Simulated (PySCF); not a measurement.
# CH12BN2Si3 radical: EPR parameters

What EPR parameters should CH12BN2Si3 radical (`NB(C[SiH2])N([SiH3])[SiH3]`) show?

The runs use PySCF 2.14.0, with density-fitted response routines of our own; the level of theory stands in each step. All values are computed, except where a source is named. Atoms are numbered from 0 throughout.

**1. The starting structure**

19 atoms, charge 0, multiplicity 2; geometry from: GFN2-xTB.

Bonds of the start (Å): N0–B1 1.40, B1–C2 1.58, C2–Si3 1.90, B1–N4 1.45, N4–Si5 1.74, N4–Si6 1.74, N0–H7 1.00, N0–H8 1.00, C2–H9 1.09, C2–H10 1.09, Si3–H11 1.46, Si3–H12 1.47, Si5–H13 1.47, Si5–H14 1.46, Si5–H15 1.47, Si6–H16 1.47, Si6–H17 1.47, Si6–H18 1.46.

**2. EPR parameters: B3LYP/pcH-1**

The job: settings as JSON, then the geometry in Å.

```
{"job": {"kind": "epr", "basis": "pcH-1"}, "charge": 0, "multiplicity": 2}
N      0.218925     1.805035    -1.096407
B      0.368447     0.473020    -0.699858
C      1.824046    -0.134968    -0.640399
Si     2.394378     0.082241     1.156350
N     -0.782804    -0.275832    -0.235626
Si    -0.844422    -2.003151    -0.432942
Si    -2.073587     0.565195     0.571629
H      0.986664     2.380807    -1.394543
H     -0.668184     2.274111    -1.141613
H      1.851214    -1.195023    -0.886988
H      2.511838     0.375483    -1.316237
H      1.713870    -0.774273     2.126208
H      2.394035     1.475882     1.611327
H     -0.256464    -2.353645    -1.729716
H     -2.253353    -2.398961    -0.411734
H     -0.116323    -2.679370     0.650974
H     -1.494563     1.673111     1.339665
H     -3.047294     1.095332    -0.397946
H     -2.736227    -0.375744     1.473467
```

With the program's defaults for keys left out, this is: UKS B3LYP, pcH-1 on B C H N Si, non-relativistic, mean-field spin-orbit, GIAO.

Run with:

```bash
> OMP_NUM_THREADS=1 python probes_run.py task.json out
```

One launch serves the whole session: the jobs run in the order shown.

Predict these results of the whole session: g(iso) (B3LYP); ⟨S²⟩; largest a(iso) (averaged by class); potential on the surface of density 0.002 e/bohr³, 1st and 99th percentile.

The runs gave:

| quantity | value |
| --- | --- |
| g(iso) (B3LYP) | 2.00360 |
| ⟨S²⟩ | 0.752 (exact 0.75) |
| largest a(iso) (averaged by class) | 29Si on Si3, -405.7 MHz |
| potential on the surface of density 0.002 e/bohr³, 1st and 99th percentile | -0.51 V and 1.71 V |

In words: Most of the unpaired spin sits on Si3 (0.98 e). The isotropic g lies 1.3 ppt above the free-electron value. The geometry optimisation behind these runs did not converge, so the values belong to an unrelaxed structure.
